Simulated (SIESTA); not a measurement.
Write the native input for SIESTA 5.4.2 that does the following.

```
Task                : single point
Functional          : PBEsol
Potentials or basis : PseudoDojo 0.4 standard (PBEsol files)
Basis               : DZP (energy shift 0.003 Ry; two zetas on semicore shells)
Grid cutoff         : 800 Ry
Energy shift        : 0.003 Ry
k mesh              : 8 × 8 × 8
Occupations         : fermi-dirac, width 0.05 eV
Spin                : no spin polarisation
```

CuSn3:

```
CELL_PARAMETERS angstrom
-2.23990 2.23990 4.87070
2.23990 -2.23990 4.87070
2.23990 2.23990 -4.87070
ATOMIC_POSITIONS crystal
Sn 0.51647 0.50663 0.02347
Sn 0.25575 0.74406 0.49761
Sn 0.75240 0.24534 0.49534
Cu 0.01581 0.99830 0.00891
```

The cell comes from a database or a generator and needn't be the stable form of this composition.

The cell isn't the ideal one: atoms moved at random, drawn with an rms of 0.05 Å.

One way to write it, as run:

CuSn3.fdf

```
SystemName                      CuSn3
SystemLabel                     CuSn3
NumberOfSpecies                 2
NumberOfAtoms                   4
%block ChemicalSpeciesLabel
  1  50 Sn
  2  29 Cu
%endblock ChemicalSpeciesLabel

LatticeConstant                 1.0 Ang
%block LatticeVectors
    -2.2399030000     2.2399030000     4.8707040000
     2.2399030000    -2.2399030000     4.8707040000
     2.2399030000     2.2399030000    -4.8707040000
%endblock LatticeVectors
AtomicCoordinatesFormat         Fractional
%block AtomicCoordinatesAndAtomicSpecies
     0.5164740000     0.5066350000     0.0234660000  1  Sn
     0.2557510000     0.7440650000     0.4976130000  1  Sn
     0.7523960000     0.2453410000     0.4953410000  1  Sn
     0.0158090000    -0.0017010000     0.0089130000  2  Cu
%endblock AtomicCoordinatesAndAtomicSpecies

%block kgrid.MonkhorstPack
    8   0   0  0.0
    0   8   0  0.0
    0   0   8  0.0
%endblock kgrid.MonkhorstPack
XC.Functional                   GGA
XC.Authors                      PBEsol
PAO.BasisSize                   DZP
PAO.EnergyShift                 0.003 Ry
Mesh.Cutoff                     800 Ry
OccupationFunction              FD
ElectronicTemperature           0.05 eV
MaxSCFIterations                120
SCF.MustConverge                false
SCF.Mixer.Method                Pulay
SCF.Mixer.Weight                0.25
SCF.Mixer.History               8
SCF.DM.Tolerance                5.0e-05
SCF.H.Tolerance                 1.0e-03 eV
WriteForces                     true
Charge.Mulliken                 end
%block PAO.Basis
  Sn 4
  n=5 0 2
    6.406 0.000
  n=5 1 2
    8.599 0.000
  n=4 2 2
    3.767 0.000
  n=5 2 1
    8.599
  Cu 5
  n=3 0 2
    2.374 0.000
  n=4 0 2
    7.224 0.000
  n=3 1 2
    2.662 0.000
  n=4 1 1
    7.224
  n=3 2 2
    4.908 0.000
%endblock PAO.Basis
```

Potentials or basis: PseudoDojo 0.4 standard (PBEsol files), DZP (energy shift 0.003 Ry; two zetas on semicore shells).

Launch:

```bash
$ siesta < CuSn3.fdf > CuSn3.out 2>&1
```

Results of the run:

* Pressure: -3.7 GPa
* Largest force: 0.096 eV/Å
* Band gap on the k mesh: none (metal or under the smearing width)

Caveat: short orbitals over semicore shells can move pressures by several GPa; the basis of atomic orbitals isn't converged, which shifts pressures, moduli and gaps.

Run time: 3.6 min on 1 thread of Arm Neoverse V2 (shared host), peak memory 0.6 GiB.
